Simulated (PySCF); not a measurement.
**CH₃NSeSi: NMR shifts at several levels of theory**

Aim: compute the NMR shifts of CH₃NSeSi (`N#C[SiH2][SeH]`) at several levels, and see how far they spread and what each costs.

Programs: PySCF 2.14.0, with density-fitted response routines of our own. Each step states its level of theory. These are calculated values for one molecule in the gas phase, unless marked as measured. Atoms count from 0, in the outputs and in this text.

## Step 1: The molecule as given

7 atoms, charge 0, multiplicity 1; geometry from: PBE0-D3(BJ)/def2-SVP.

Bonds of the start (Å): N0–C1 1.16, C1–Si2 1.86, Si2–Se3 2.27, Si2–H4 1.49, Si2–H5 1.49, Se3–H6 1.47.

## Step 2: Shielding tensors: HF/pcSseg-2

The job: settings as JSON, then the geometry in Å.

```
{"job": {"kind": "nmr", "xc": "HF", "basis": "pcSseg-2", "pop": false}, "charge": 0, "multiplicity": 1}
N      2.216525    -1.437410     0.144524
C      1.390721    -0.625493     0.079082
Si     0.027850     0.634341    -0.020478
Se    -1.845181    -0.284295    -0.906482
H      0.462698     1.697980    -0.961709
H     -0.170778     1.150765     1.359454
H     -2.047945    -1.164939     0.255658
```

With the program's defaults for keys left out, this is: GIAO HF/pcSseg-2 NMR shielding, non-relativistic, gas phase.

Run with:

```console
$ OMP_NUM_THREADS=1 python probes_run.py task.json out
```

This one command runs all jobs of the session in turn.

What it wrote:

```text
final grid: 63320 points
cycle   1  E = -2782.8410952169  dE = -8.308e-01  |g| = 7.175e-01  |ddm| = 2.110e+00
cycle   2  E = -2782.8948409559  dE = -5.375e-02  |g| = 4.937e-01  |ddm| = 5.299e-01
cycle   3  E = -2782.9358628818  dE = -4.102e-02  |g| = 1.061e-01  |ddm| = 2.711e-01
cycle   4  E = -2782.9389840631  dE = -3.121e-03  |g| = 4.053e-02  |ddm| = 7.748e-02
cycle   5  E = -2782.9394401356  dE = -4.561e-04  |g| = 8.642e-03  |ddm| = 3.657e-02
cycle   6  E = -2782.9394698684  dE = -2.973e-05  |g| = 3.192e-03  |ddm| = 1.082e-02
cycle   7  E = -2782.9394729470  dE = -3.079e-06  |g| = 9.405e-04  |ddm| = 3.446e-03
cycle   8  E = -2782.9394733759  dE = -4.289e-07  |g| = 1.851e-04  |ddm| = 1.483e-03
cycle   9  E = -2782.9394734020  dE = -2.611e-08  |g| = 7.266e-05  |ddm| = 2.909e-04
cycle  10  E = -2782.9394734088  dE = -6.806e-09  |g| = 4.077e-05  |ddm| = 1.107e-04
cycle  11  E = -2782.9394734118  dE = -2.967e-09  |g| = 1.719e-05  |ddm| = 8.260e-05
cycle  12  E = -2782.9394734124  dE = -5.730e-10  |g| = 4.671e-06  |ddm| = 4.511e-05
converged SCF energy = -2782.9394734124

GIAO shielding tensors (ppm)
atom      isotropic    diamagn.    paramagn.     s11        s22        s33       span
  0 N     -118.418     329.624    -448.042   -323.879   -309.820    278.445    602.324
  1 C       58.217     268.040    -209.823    -66.245    -58.745    299.639    365.884
  2 Si     440.096     873.424    -433.328    402.091    436.833    481.365     79.274
  3 Se    2259.059    3000.929    -741.870   1964.454   2198.443   2614.280    649.826
  4 H       27.145      27.791      -0.646     23.286     25.251     32.898      9.612
  5 H       27.036      28.122      -1.086     22.813     25.438     32.856     10.042
  6 H       30.590      30.405       0.185     21.122     25.216     45.432     24.311
```

Wall time 24 s (1 thread of Arm Neoverse N1, shared host); peak memory 0.87 GiB.

Shifts follow as δ = σ(reference) − σ, with reference shieldings (ppm) from runs at the same level and on the same kind of geometry: ¹H TMS 31.68, ¹³C TMS 191.5, ²⁹Si TMS 383.0, ¹⁵N NH3 260.7, ⁷⁷Se Me2Se 1916. The references are single molecules in the gas phase, so shifts against H2O, NH3, PH3, H3PO4 or CFCl3 are not on the usual liquid scales and can be off by tens of ppm. Atoms listed in one row are averaged.

```
 atoms                            environment  σ (ppm)  δ (ppm)
    C1                         nitrile carbon     58.2    133.3
H4, H5  hydrogen on a silicon bonded to C, Se    27.09     4.59
    H6    hydrogen on a selenium bonded to Si    30.59     1.09
    N0                       nitrile nitrogen   -118.4    379.2
   Si2           silicon bonded to C, Se, 2 H    440.1    -57.1
   Se3               selenium bonded to Si, H     2259     -343
```

## Step 3: Shielding tensors: LDA/pcSseg-2

Same as in step 2 but for these lines:

```diff
@@ -1,2 +1,2 @@
-{"job": {"kind": "nmr", "xc": "HF", "basis": "pcSseg-2", "pop": false}, "charge": 0, "multiplicity": 1}
+{"job": {"kind": "nmr", "xc": "LDA", "basis": "pcSseg-2", "pop": false}, "charge": 0, "multiplicity": 1}
 N      2.216525    -1.437410     0.144524
```

Level: GIAO LDA/pcSseg-2 NMR shielding, non-relativistic, gas phase.

What it wrote:

```text
coarse grid: 31464 points
cycle   1  E = -2780.3964958933  dE = -8.016e-01  |g| = 1.187e+00  |ddm| = 2.285e+00
cycle   2  E = -2780.2138433807  dE =  1.827e-01  |g| = 1.297e+00  |ddm| = 8.593e-01
cycle   3  E = -2780.1988260499  dE =  1.502e-02  |g| = 1.086e+00  |ddm| = 9.743e-01
cycle   4  E = -2780.4558764801  dE = -2.571e-01  |g| = 1.278e-01  |ddm| = 4.569e-01
cycle   5  E = -2780.4576361966  dE = -1.760e-03  |g| = 4.355e-02  |ddm| = 1.018e-01
cycle   6  E = -2780.4581359888  dE = -4.998e-04  |g| = 8.769e-03  |ddm| = 4.693e-02
cycle   7  E = -2780.4581575184  dE = -2.153e-05  |g| = 3.833e-03  |ddm| = 1.240e-02
cycle   8  E = -2780.4581618266  dE = -4.308e-06  |g| = 8.265e-04  |ddm| = 4.290e-03
final grid: 63320 points
cycle   9  E = -2780.4581160520  dE =  4.491e-07  |g| = 1.745e-03  |ddm| = 2.289e-03
cycle  10  E = -2780.4581108549  dE =  5.197e-06  |g| = 5.179e-03  |ddm| = 3.945e-03
cycle  11  E = -2780.4581164415  dE = -5.587e-06  |g| = 1.111e-03  |ddm| = 2.709e-03
cycle  12  E = -2780.4581166922  dE = -2.507e-07  |g| = 5.553e-05  |ddm| = 6.612e-04
cycle  13  E = -2780.4581166931  dE = -8.490e-10  |g| = 1.303e-05  |ddm| = 6.456e-05
converged SCF energy = -2780.4581166931

GIAO shielding tensors (ppm)
atom      isotropic    diamagn.    paramagn.     s11        s22        s33       span
  0 N     -114.947     331.234    -446.181   -316.133   -299.307    270.598    586.730
  1 C       50.607     263.745    -213.138    -72.302    -61.386    285.508    357.810
  2 Si     372.274     878.353    -506.079    319.710    369.683    427.429    107.719
  3 Se    2123.204    2999.406    -876.202   1904.861   2049.438   2415.313    510.452
  4 H       25.506      26.981      -1.475     21.780     23.862     30.877      9.097
  5 H       25.284      27.336      -2.051     20.946     23.820     31.087     10.140
  6 H       29.675      28.868       0.807     20.268     24.908     43.850     23.582
```

Wall time 34 s (1 thread of Arm Neoverse N1, shared host); peak memory 0.87 GiB.

Key values: δ C1 129.7, N0 381.6, Si2 -69.2, Se3 -449, H4 5.38, H6 1.10 ppm (means over like atoms).

## Step 4: Shielding tensors: PBE/pcSseg-2

Same as in step 3 but for these lines:

```diff
@@ -1,2 +1,2 @@
-{"job": {"kind": "nmr", "xc": "LDA", "basis": "pcSseg-2", "pop": false}, "charge": 0, "multiplicity": 1}
+{"job": {"kind": "nmr", "xc": "PBE", "basis": "pcSseg-2", "pop": false}, "charge": 0, "multiplicity": 1}
 N      2.216525    -1.437410     0.144524
```

With the program's defaults for keys left out, this is: GIAO PBE/pcSseg-2 NMR shielding, non-relativistic, gas phase.

What it wrote:

```text
coarse grid: 31464 points
cycle   1  E = -2785.1435520808  dE = -7.852e-01  |g| = 1.103e+00  |ddm| = 2.221e+00
cycle   2  E = -2784.9418215559  dE =  2.017e-01  |g| = 1.271e+00  |ddm| = 8.648e-01
cycle   3  E = -2784.9535335515  dE = -1.171e-02  |g| = 1.055e+00  |ddm| = 9.973e-01
cycle   4  E = -2785.1988723245  dE = -2.453e-01  |g| = 1.175e-01  |ddm| = 4.429e-01
cycle   5  E = -2785.2003503774  dE = -1.478e-03  |g| = 4.146e-02  |ddm| = 1.015e-01
cycle   6  E = -2785.2008028085  dE = -4.524e-04  |g| = 8.706e-03  |ddm| = 4.612e-02
cycle   7  E = -2785.2008255165  dE = -2.271e-05  |g| = 3.649e-03  |ddm| = 1.247e-02
cycle   8  E = -2785.2008293382  dE = -3.822e-06  |g| = 7.024e-04  |ddm| = 3.900e-03
final grid: 63320 points
cycle   9  E = -2785.2007863459  dE =  2.474e-07  |g| = 1.389e-03  |ddm| = 2.061e-03
cycle  10  E = -2785.2007831674  dE =  3.179e-06  |g| = 4.036e-03  |ddm| = 3.065e-03
cycle  11  E = -2785.2007865924  dE = -3.425e-06  |g| = 8.867e-04  |ddm| = 2.128e-03
cycle  12  E = -2785.2007867524  dE = -1.600e-07  |g| = 4.910e-05  |ddm| = 5.196e-04
cycle  13  E = -2785.2007867531  dE = -6.939e-10  |g| = 1.157e-05  |ddm| = 6.034e-05
converged SCF energy = -2785.2007867531

GIAO shielding tensors (ppm)
atom      isotropic    diamagn.    paramagn.     s11        s22        s33       span
  0 N     -105.533     332.304    -437.837   -303.893   -286.970    274.263    578.156
  1 C       54.957     263.115    -208.158    -65.572    -55.234    285.678    351.250
  2 Si     390.672     877.754    -487.083    341.357    387.635    443.024    101.667
  3 Se    2123.421    3000.176    -876.755   1894.238   2043.730   2432.296    538.058
  4 H       26.150      27.651      -1.501     22.457     24.502     31.491      9.034
  5 H       25.909      28.017      -2.107     21.617     24.460     31.651     10.034
  6 H       30.414      29.763       0.650     21.094     25.699     44.448     23.354
```

It took 41 s on 1 thread of Arm Neoverse N1, shared host; peak memory 0.82 GiB.

Key values: δ C1 124.4, N0 366.6, Si2 -67.2, Se3 -445, H4 5.15, H6 0.76 ppm (means over like atoms).

## Step 5: Nuclear shieldings: BLYP/pcSseg-2

Same as in step 4 but for these lines:

```diff
@@ -1,2 +1,2 @@
-{"job": {"kind": "nmr", "xc": "PBE", "basis": "pcSseg-2", "pop": false}, "charge": 0, "multiplicity": 1}
+{"job": {"kind": "nmr", "xc": "BLYP", "basis": "pcSseg-2", "pop": false}, "charge": 0, "multiplicity": 1}
 N      2.216525    -1.437410     0.144524
```

With the program's defaults for keys left out, this is: GIAO BLYP/pcSseg-2 NMR shielding, non-relativistic, gas phase.

What it wrote:

```text
coarse grid: 31464 points
cycle   1  E = -2785.7793819806  dE = -7.795e-01  |g| = 1.123e+00  |ddm| = 2.213e+00
cycle   2  E = -2785.5243425452  dE =  2.550e-01  |g| = 1.370e+00  |ddm| = 9.635e-01
cycle   3  E = -2785.5701124693  dE = -4.577e-02  |g| = 1.113e+00  |ddm| = 1.094e+00
cycle   4  E = -2785.8414919239  dE = -2.714e-01  |g| = 1.142e-01  |ddm| = 4.567e-01
cycle   5  E = -2785.8429153506  dE = -1.423e-03  |g| = 4.681e-02  |ddm| = 1.108e-01
cycle   6  E = -2785.8434919991  dE = -5.766e-04  |g| = 8.704e-03  |ddm| = 4.897e-02
cycle   7  E = -2785.8435133058  dE = -2.131e-05  |g| = 3.591e-03  |ddm| = 1.203e-02
cycle   8  E = -2785.8435170683  dE = -3.762e-06  |g| = 7.676e-04  |ddm| = 4.014e-03
final grid: 63320 points
cycle   9  E = -2785.8434704792  dE =  1.323e-07  |g| = 1.256e-03  |ddm| = 2.262e-03
cycle  10  E = -2785.8434696756  dE =  8.036e-07  |g| = 2.366e-03  |ddm| = 2.905e-03
cycle  11  E = -2785.8434706838  dE = -1.008e-06  |g| = 7.025e-04  |ddm| = 1.884e-03
cycle  12  E = -2785.8434707920  dE = -1.081e-07  |g| = 5.997e-05  |ddm| = 3.073e-04
cycle  13  E = -2785.8434707928  dE = -8.913e-10  |g| = 1.208e-05  |ddm| = 6.215e-05
converged SCF energy = -2785.8434707928

GIAO shielding tensors (ppm)
atom      isotropic    diamagn.    paramagn.     s11        s22        s33       span
  0 N     -106.160     331.115    -437.274   -304.720   -287.765    274.005    578.724
  1 C       51.872     262.569    -210.697    -70.370    -59.699    285.683    356.054
  2 Si     377.285     877.277    -499.992    326.808    372.301    432.747    105.939
  3 Se    2059.436    3000.065    -940.628   1817.917   1979.031   2381.360    563.443
  4 H       26.454      27.893      -1.439     22.797     24.834     31.732      8.935
  5 H       26.181      28.226      -2.045     21.924     24.774     31.844      9.920
  6 H       30.802      30.133       0.669     21.641     26.318     44.447     22.806
```

Wall time 40 s (1 thread of Arm Neoverse N1, shared host); peak memory 0.82 GiB.

This run: δ C1 123.1, N0 363.7, Si2 -67.6, Se3 -462, H4 5.06, H6 0.57 ppm (means over like atoms).

## Step 6: Nuclear shieldings: BP86/pcSseg-2

Same as in step 5 but for these lines:

```diff
@@ -1,2 +1,2 @@
-{"job": {"kind": "nmr", "xc": "BLYP", "basis": "pcSseg-2", "pop": false}, "charge": 0, "multiplicity": 1}
+{"job": {"kind": "nmr", "xc": "BP86", "basis": "pcSseg-2", "pop": false}, "charge": 0, "multiplicity": 1}
 N      2.216525    -1.437410     0.144524
```

Method: GIAO BP86/pcSseg-2 NMR shielding, non-relativistic, gas phase.

What it wrote:

```text
coarse grid: 31464 points
cycle   1  E = -2786.0718756854  dE = -7.808e-01  |g| = 1.096e+00  |ddm| = 2.209e+00
cycle   2  E = -2785.8564770554  dE =  2.154e-01  |g| = 1.285e+00  |ddm| = 8.578e-01
cycle   3  E = -2785.8797018021  dE = -2.322e-02  |g| = 1.060e+00  |ddm| = 9.972e-01
cycle   4  E = -2786.1285266661  dE = -2.488e-01  |g| = 1.139e-01  |ddm| = 4.428e-01
cycle   5  E = -2786.1299347643  dE = -1.408e-03  |g| = 4.035e-02  |ddm| = 9.835e-02
cycle   6  E = -2786.1303598328  dE = -4.251e-04  |g| = 8.264e-03  |ddm| = 4.387e-02
cycle   7  E = -2786.1303795599  dE = -1.973e-05  |g| = 3.416e-03  |ddm| = 1.137e-02
cycle   8  E = -2786.1303829360  dE = -3.376e-06  |g| = 7.346e-04  |ddm| = 3.720e-03
final grid: 63320 points
cycle   9  E = -2786.1303248679  dE =  3.755e-07  |g| = 1.423e-03  |ddm| = 2.226e-03
cycle  10  E = -2786.1303220602  dE =  2.808e-06  |g| = 3.934e-03  |ddm| = 3.145e-03
cycle  11  E = -2786.1303252160  dE = -3.156e-06  |g| = 9.780e-04  |ddm| = 2.157e-03
cycle  12  E = -2786.1303253552  dE = -1.391e-07  |g| = 4.965e-05  |ddm| = 5.426e-04
cycle  13  E = -2786.1303253559  dE = -7.053e-10  |g| = 1.090e-05  |ddm| = 5.832e-05
converged SCF energy = -2786.1303253559

GIAO shielding tensors (ppm)
atom      isotropic    diamagn.    paramagn.     s11        s22        s33       span
  0 N     -104.501     330.162    -434.662   -302.432   -285.707    274.636    577.068
  1 C       55.553     263.596    -208.044    -64.626    -54.440    285.725    350.351
  2 Si     388.186     877.803    -489.616    338.760    384.840    440.959    102.200
  3 Se    2111.016    3000.319    -889.303   1879.118   2031.026   2422.905    543.788
  4 H       26.208      27.666      -1.457     22.518     24.562     31.546      9.028
  5 H       25.969      28.034      -2.065     21.688     24.521     31.698     10.010
  6 H       30.484      29.731       0.753     21.188     25.818     44.447     23.259
```

Wall time 40 s (1 thread of Arm Neoverse N1, shared host); peak memory 0.89 GiB.

Key values: δ C1 123.6, N0 363.7, Si2 -66.1, Se3 -440, H4 5.15, H6 0.75 ppm (means over like atoms).

## Step 7: NMR shieldings: OPBE/pcSseg-2

Same as in step 6 but for these lines:

```diff
@@ -1,2 +1,2 @@
-{"job": {"kind": "nmr", "xc": "BP86", "basis": "pcSseg-2", "pop": false}, "charge": 0, "multiplicity": 1}
+{"job": {"kind": "nmr", "xc": "OPBE", "basis": "pcSseg-2", "pop": false}, "charge": 0, "multiplicity": 1}
 N      2.216525    -1.437410     0.144524
```

With the program's defaults for keys left out, this is: GIAO OPBE/pcSseg-2 NMR shielding, non-relativistic, gas phase.

What it wrote:

```text
coarse grid: 31464 points
cycle   1  E = -2786.3787147117  dE = -8.022e-01  |g| = 8.835e-01  |ddm| = 2.257e+00
cycle   2  E = -2786.1946158165  dE =  1.841e-01  |g| = 1.047e+00  |ddm| = 8.556e-01
cycle   3  E = -2786.2228434393  dE = -2.823e-02  |g| = 9.343e-01  |ddm| = 9.547e-01
cycle   4  E = -2786.4205374092  dE = -1.977e-01  |g| = 1.009e-01  |ddm| = 3.968e-01
cycle   5  E = -2786.4219805697  dE = -1.443e-03  |g| = 2.999e-02  |ddm| = 8.631e-02
cycle   6  E = -2786.4222246536  dE = -2.441e-04  |g| = 6.948e-03  |ddm| = 3.199e-02
cycle   7  E = -2786.4222369276  dE = -1.227e-05  |g| = 1.871e-03  |ddm| = 7.643e-03
cycle   8  E = -2786.4222378896  dE = -9.619e-07  |g| = 6.378e-04  |ddm| = 2.233e-03
final grid: 63320 points
cycle   9  E = -2786.4222087088  dE =  2.015e-07  |g| = 1.256e-03  |ddm| = 2.481e-03
cycle  10  E = -2786.4222062465  dE =  2.462e-06  |g| = 3.512e-03  |ddm| = 2.703e-03
cycle  11  E = -2786.4222089725  dE = -2.726e-06  |g| = 7.514e-04  |ddm| = 1.801e-03
cycle  12  E = -2786.4222091233  dE = -1.508e-07  |g| = 2.298e-05  |ddm| = 5.349e-04
cycle  13  E = -2786.4222091235  dE = -1.496e-10  |g| = 9.340e-06  |ddm| = 3.381e-05
converged SCF energy = -2786.4222091235

GIAO shielding tensors (ppm)
atom      isotropic    diamagn.    paramagn.     s11        s22        s33       span
  0 N      -92.699     337.352    -430.050   -286.752   -271.118    279.775    566.527
  1 C       62.844     263.771    -200.928    -53.026    -44.075    285.633    338.659
  2 Si     418.308     878.129    -459.821    373.225    416.092    465.608     92.383
  3 Se    2176.504    3002.451    -825.947   1949.105   2092.523   2487.883    538.778
  4 H       26.248      27.862      -1.614     22.561     24.557     31.627      9.065
  5 H       26.039      28.296      -2.257     21.785     24.543     31.789     10.004
  6 H       30.314      29.850       0.464     20.887     25.374     44.682     23.796
```

Run time: 41 s. Hardware: 1 thread of Arm Neoverse N1, shared host; peak memory 0.89 GiB.

This run: δ C1 121.6, N0 355.5, Si2 -62.8, Se3 -434, H4 5.06, H6 0.88 ppm (means over like atoms).

## Step 8: Nuclear shieldings: KT2/pcSseg-2

Same as in step 7 but for these lines:

```diff
@@ -1,2 +1,2 @@
-{"job": {"kind": "nmr", "xc": "OPBE", "basis": "pcSseg-2", "pop": false}, "charge": 0, "multiplicity": 1}
+{"job": {"kind": "nmr", "xc": "KT2", "basis": "pcSseg-2", "pop": false}, "charge": 0, "multiplicity": 1}
 N      2.216525    -1.437410     0.144524
```

Method: GIAO KT2/pcSseg-2 NMR shielding, non-relativistic, gas phase.

What it wrote:

```text
coarse grid: 31464 points
cycle   1  E = -2799.2634578364  dE = -7.501e-01  |g| = 6.509e-01  |ddm| = 2.170e+00
cycle   2  E = -2799.0216659297  dE =  2.418e-01  |g| = 1.043e+00  |ddm| = 9.081e-01
cycle   3  E = -2799.2107221560  dE = -1.891e-01  |g| = 6.352e-01  |ddm| = 8.825e-01
cycle   4  E = -2799.3013305187  dE = -9.061e-02  |g| = 9.495e-02  |ddm| = 2.922e-01
cycle   5  E = -2799.3036138977  dE = -2.283e-03  |g| = 3.384e-02  |ddm| = 1.092e-01
cycle   6  E = -2799.3038702860  dE = -2.564e-04  |g| = 8.870e-03  |ddm| = 3.009e-02
cycle   7  E = -2799.3038806444  dE = -1.036e-05  |g| = 2.945e-03  |ddm| = 9.325e-03
cycle   8  E = -2799.3038831767  dE = -2.532e-06  |g| = 6.713e-04  |ddm| = 3.990e-03
final grid: 63320 points
cycle   9  E = -2799.3038248441  dE =  2.505e-07  |g| = 1.300e-03  |ddm| = 2.403e-03
cycle  10  E = -2799.3038232638  dE =  1.580e-06  |g| = 2.931e-03  |ddm| = 3.513e-03
cycle  11  E = -2799.3038251420  dE = -1.878e-06  |g| = 8.395e-04  |ddm| = 2.084e-03
cycle  12  E = -2799.3038253155  dE = -1.736e-07  |g| = 8.122e-05  |ddm| = 5.023e-04
cycle  13  E = -2799.3038253171  dE = -1.548e-09  |g| = 6.951e-06  |ddm| = 6.678e-05
cycle  14  E = -2799.3038253171  dE = -9.095e-12  |g| = 2.292e-06  |ddm| = 9.393e-06
converged SCF energy = -2799.3038253171

GIAO shielding tensors (ppm)
atom      isotropic    diamagn.    paramagn.     s11        s22        s33       span
  0 N      -84.742     327.049    -411.791   -273.154   -255.719    274.647    547.800
  1 C       67.161     263.854    -196.692    -47.587    -36.905    285.975    333.562
  2 Si     416.996     879.715    -462.719    369.151    415.478    466.358     97.207
  3 Se    2154.283    3004.759    -850.475   1931.971   2083.603   2447.276    515.306
  4 H       26.151      27.526      -1.375     22.405     24.505     31.544      9.138
  5 H       25.912      27.913      -2.002     21.566     24.475     31.694     10.128
  6 H       30.389      29.768       0.621     21.091     25.685     44.391     23.300
```

It took 42 s on 1 thread of Arm Neoverse N1, shared host; peak memory 0.89 GiB.

In short: δ C1 115.1, N0 344.9, Si2 -66.0, Se3 -423, H4 5.15, H6 0.79 ppm (means over like atoms).

## Step 9: NMR shieldings: KT3/pcSseg-2

Same as in step 8 but for these lines:

```diff
@@ -1,2 +1,2 @@
-{"job": {"kind": "nmr", "xc": "KT2", "basis": "pcSseg-2", "pop": false}, "charge": 0, "multiplicity": 1}
+{"job": {"kind": "nmr", "xc": "KT3", "basis": "pcSseg-2", "pop": false}, "charge": 0, "multiplicity": 1}
 N      2.216525    -1.437410     0.144524
```

With the program's defaults for keys left out, this is: GIAO KT3/pcSseg-2 NMR shielding, non-relativistic, gas phase.

What it wrote:

```text
coarse grid: 31464 points
cycle   1  E = -2798.3102051799  dE = -7.625e-01  |g| = 6.477e-01  |ddm| = 2.177e+00
cycle   2  E = -2798.0493308227  dE =  2.609e-01  |g| = 1.078e+00  |ddm| = 9.768e-01
cycle   3  E = -2798.2682952293  dE = -2.190e-01  |g| = 6.068e-01  |ddm| = 9.178e-01
cycle   4  E = -2798.3506851855  dE = -8.239e-02  |g| = 9.950e-02  |ddm| = 2.851e-01
cycle   5  E = -2798.3532826671  dE = -2.597e-03  |g| = 3.435e-02  |ddm| = 1.130e-01
cycle   6  E = -2798.3535133064  dE = -2.306e-04  |g| = 9.934e-03  |ddm| = 2.887e-02
cycle   7  E = -2798.3535274917  dE = -1.419e-05  |g| = 2.975e-03  |ddm| = 1.051e-02
cycle   8  E = -2798.3535301659  dE = -2.674e-06  |g| = 6.085e-04  |ddm| = 4.029e-03
final grid: 63320 points
cycle   9  E = -2798.3534841781  dE =  1.441e-07  |g| = 1.124e-03  |ddm| = 2.230e-03
cycle  10  E = -2798.3534829386  dE =  1.239e-06  |g| = 2.614e-03  |ddm| = 2.890e-03
cycle  11  E = -2798.3534843742  dE = -1.436e-06  |g| = 7.654e-04  |ddm| = 1.727e-03
cycle  12  E = -2798.3534845168  dE = -1.426e-07  |g| = 7.416e-05  |ddm| = 4.629e-04
cycle  13  E = -2798.3534845180  dE = -1.265e-09  |g| = 6.657e-06  |ddm| = 6.101e-05
cycle  14  E = -2798.3534845180  dE = -1.000e-11  |g| = 2.619e-06  |ddm| = 9.442e-06
converged SCF energy = -2798.3534845180

GIAO shielding tensors (ppm)
atom      isotropic    diamagn.    paramagn.     s11        s22        s33       span
  0 N      -81.733     331.673    -413.405   -270.190   -253.710    278.702    548.892
  1 C       66.478     263.370    -196.893    -48.171    -38.345    285.949    334.120
  2 Si     421.792     878.959    -457.167    376.140    418.956    470.280     94.140
  3 Se    2138.657    3005.240    -866.583   1905.150   2061.821   2449.000    543.850
  4 H       26.539      27.961      -1.422     22.846     24.876     31.895      9.049
  5 H       26.291      28.368      -2.077     22.019     24.849     32.005      9.985
  6 H       30.703      30.292       0.411     21.449     26.005     44.654     23.205
```

It took 42 s on 1 thread of Arm Neoverse N1, shared host; peak memory 0.89 GiB.

Key values: δ C1 114.8, N0 340.4, Si2 -63.5, Se3 -438, H4 4.94, H6 0.65 ppm (means over like atoms).

[end of part 1 of 2]
